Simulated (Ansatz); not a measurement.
# C3H8Si: one species, many methods

An exercise on one series of results from a longer session: the logs are not shown, and one member is left open.

Computed with Ansatz 0.2.0, Gaussian basis. Level: functionals in def2-TZVPP, the program's frozen cores in correlated methods.

Levels to be run: PBE-D4, r2SCAN-D4, PBE0-D4, B3LYP-D4, ωB97X-V, ωB97M-V, B2PLYP; CCSD(T)/def2-TZVPP; MP2/def2-QZVPP; extrapolation to the limit.

## The geometry

All runs share one geometry, relaxed beforehand with PBE0-D4 in a triple-zeta def2 set.

SMILES `C=CC[SiH3]`, 12 atoms, charge 0, spin multiplicity 1.

Atoms are counted from 1 here; the program's logs count them from 0.

Bond lengths: C1–C2 1.326 Å, C1–H5 1.086 Å, C1–H6 1.084 Å, C2–C3 1.496 Å, C2–H7 1.089 Å, C3–Si4 1.880 Å, C3–H8 1.098 Å, C3–H9 1.098 Å, Si4–H10 1.487 Å, Si4–H11 1.488 Å, Si4–H12 1.487 Å. Angles: C2–C1–H5 122.3°, C2–C1–H6 121.2°, H5–C1–H6 116.4°, C1–C2–C3 126.4°, C1–C2–H7 118.1°, C3–C2–H7 115.5°, C2–C3–Si4 117.2°, C2–C3–H8 109.5°, C2–C3–H9 109.5°, Si4–C3–H8 107.7°, Si4–C3–H9 107.7°, H8–C3–H9 104.5°, C3–Si4–H10 111.4°, C3–Si4–H11 108.5°, C3–Si4–H12 111.5°, H10–Si4–H11 108.5°, H10–Si4–H12 108.4°, H11–Si4–H12 108.5°.

The first run:

File in.yaml:

```yaml
crystal:
  periodic: [false, false, false]
  atoms:
    - {symbol: C, position_ang: [-1.457448, 1.047724, 0.200050]}
    - {symbol: C, position_ang: [-0.211214, 1.108524, 0.648277]}
    - {symbol: C, position_ang: [0.883286, 0.130258, 0.361579]}
    - {symbol: Si, position_ang: [0.455353, -1.345898, -0.721788]}
    - {symbol: H, position_ang: [-1.805139, 0.244210, -0.442678]}
    - {symbol: H, position_ang: [-2.185718, 1.806670, 0.460878]}
    - {symbol: H, position_ang: [0.063539, 1.945226, 1.289172]}
    - {symbol: H, position_ang: [1.286344, -0.256270, 1.306897]}
    - {symbol: H, position_ang: [1.729096, 0.652722, -0.104549]}
    - {symbol: H, position_ang: [-0.613498, -2.177543, -0.106801]}
    - {symbol: H, position_ang: [1.673918, -2.184244, -0.880709]}
    - {symbol: H, position_ang: [-0.000620, -0.916579, -2.070927]}
basis:
  gaussian: {orbitals: def2-TZVPP}
hamiltonian: {xc: pbe, dispersion: d4}
output: {forces: true, orbitals: {seedname: orbitals}}
```

Steps of the session up to this table: PBE-D4 (GGA); r2SCAN-D4 (meta-GGA); PBE0-D4 (hybrid); B3LYP-D4 (hybrid); ωB97X-V (range-separated); ωB97M-V (range-separated); B2PLYP (double hybrid); CCSD(T) in def2-TZVPP; MP2 in def2-QZVPP.

One table of the session follows, with a row left open; its other results are not shown here.

```
            method  atomisation energy (eV)
            PBE-D4                   46.827
         r2SCAN-D4                   46.360
           PBE0-D4                        ?
          B3LYP-D4                   46.396
           ωB97X-V                   46.407
           ωB97M-V                   46.419
            B2PLYP                   45.872
     HF/def2-TZVPP                   35.240
    MP2/def2-TZVPP                   45.525
   CCSD/def2-TZVPP                   44.779
CCSD(T)/def2-TZVPP                   45.308
           MP2/CBS                   46.529
       CCSD(T)/CBS                   46.312
```

**Question.** Estimate the row for PBE0-D4.

**Answer.** atomisation energy (eV): 46.391. In the column «atomisation energy (eV)» it lies between r2SCAN-D4 (46.360) and B3LYP-D4 (46.396).

Caveats from the session: Free atoms (3 C, 1 Si, 8 H) were run apart at each level; the atomisation energy is their sum less the molecule, without zero-point or spin-orbit terms.
